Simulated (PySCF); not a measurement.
# BrH4⁻: the SCF solver's settings

Aim: find out which solver settings change the answer for BrH4⁻.

Method: method and basis as typed in the scripts; program: PySCF 2.14.0.

3 further runs of the same task are left out: 3 that didn't finish.

## Step 1: Where the work starts

BrH4⁻: 5 atoms, charge -1, spin multiplicity 1.

Bond lengths: Br1–H2 1.793 Å, Br1–H3 1.793 Å, Br1–H4 1.793 Å, Br1–H5 1.793 Å. Angles: H2–Br1–H3 180.0°, H2–Br1–H4 90.0°, H2–Br1–H5 90.0°, H3–Br1–H4 90.0°, H3–Br1–H5 90.0°, H4–Br1–H5 180.0°.

## Step 2: Base script

input.py reads:

```python
from pyscf import gto, dft
from pyscf.geomopt.geometric_solver import optimize

mol = gto.M(
    atom='Br 0 0 0; H 0 1.793 0; H 0 -1.793 0; H 1.793 0 0; H -1.793 0 0',
    basis='x2c-svpall',
    charge=-1,
    spin=0,
    verbose=4,
)
mf = dft.RKS(mol, xc='revtpss')
mf = mf.sfx2c1e()
mf.kernel()
g = mf.nuc_grad_method()
g.grid_response = True
mol_eq = optimize(g.as_scanner(), maxsteps=30)
print('optimised geometry (angstrom)')
print(mol_eq.tostring('raw'))
print('orbital energies (hartree):', mf.mo_energy[..., max(0, mol.nelec[1]-3):mol.nelec[0]+3].round(4))
```

Launch:

```
> python input.py
```

The log of this run is left out.

Base result: at the starting geometry E(SCF) = -2607.332201 Eh, 7 cycles; the optimisation lowers the energy by 0.001 eV.

## Step 3: Smearing width 0.005 hartree

Variant 1 changes smearing width: none → 0.005 hartree; step after the SCF: optimize → none.

input.py reads:

```python
from pyscf import gto, dft, scf

mol = gto.M(
    atom='Br 0 0 0; H 0 1.793 0; H 0 -1.793 0; H 1.793 0 0; H -1.793 0 0',
    basis='x2c-svpall',
    charge=-1,
    spin=0,
    verbose=4,
)
mf = dft.RKS(mol, xc='revtpss')
mf = mf.sfx2c1e()
mf = scf.addons.smearing_(mf, sigma=0.005, method='fermi')
mf.kernel()
mf.dip_moment()
print('orbital energies (hartree):', mf.mo_energy[..., max(0, mol.nelec[1]-3):mol.nelec[0]+3].round(4))
```

Launch:

```
> python input.py
```

## Step 4: Level shift 0.5 hartree

Variant 2 changes level shift: none → 0.5 hartree.

Edit input.py of step 2 so:

```diff
@@ -12,2 +12,3 @@
 mf = mf.sfx2c1e()
+mf.level_shift = 0.5
 mf.kernel()
```

## Step 5: Level shift 0.3 hartree

Variant 3 changes level shift: none → 0.3 hartree.

Edit input.py of step 2 so:

```diff
@@ -12,2 +12,3 @@
 mf = mf.sfx2c1e()
+mf.level_shift = 0.3
 mf.kernel()
```

Q: Predict the outcome of this session. Wanted: for each run, E(SCF); from base; gap; after the SCF.

As calculated:

| run | E(SCF) (hartree) | from base (eV) | cycles | gap (eV) | after the SCF |
| --- | --- | --- | --- | --- | --- |
| base | -2607.332201 | 0 | 7 | 3.91 | -0.001 eV |
| smearing width 0.005 hartree | -2607.332201 | 0.0000 | 7 | n/a | n/a |
| level shift 0.5 hartree | -2607.332201 | 0.0000 | 13 | 3.91 | -0.001 eV |
| level shift 0.3 hartree | -2607.332201 | 0.0000 | 10 | 3.91 | -0.001 eV |

SCF columns refer to the geometry typed in the script.

Distance from each run's final energy (log10 hartree) by cycle:

| run | cycle 1 | cycle 2 | cycle 3 | cycle 5 | cycle 8 | cycle 12 |
| --- | --- | --- | --- | --- | --- | --- |
| base | -1.8 | -2.6 | -3.6 | -5.7 | done | done |
| smearing width 0.005 hartree | -1.8 | -2.6 | -3.6 | -5.7 | done | done |
| level shift 0.5 hartree | -1.6 | -2.4 | -3.3 | -4.7 | -6.8 | -9.3 |
| level shift 0.3 hartree | -1.7 | -2.6 | -3.9 | -5.9 | -8.8 | done |

The highest filled level of this anion is positive: the basis lacks diffuse functions or the electron is not bound, so these numbers hang on the basis. No change of the SCF energy comes from smearing width 0.005 hartree or level shift 0.5 hartree or level shift 0.3 hartree. The base needs 7 cycles and the run with level shift 0.5 hartree needs 13.
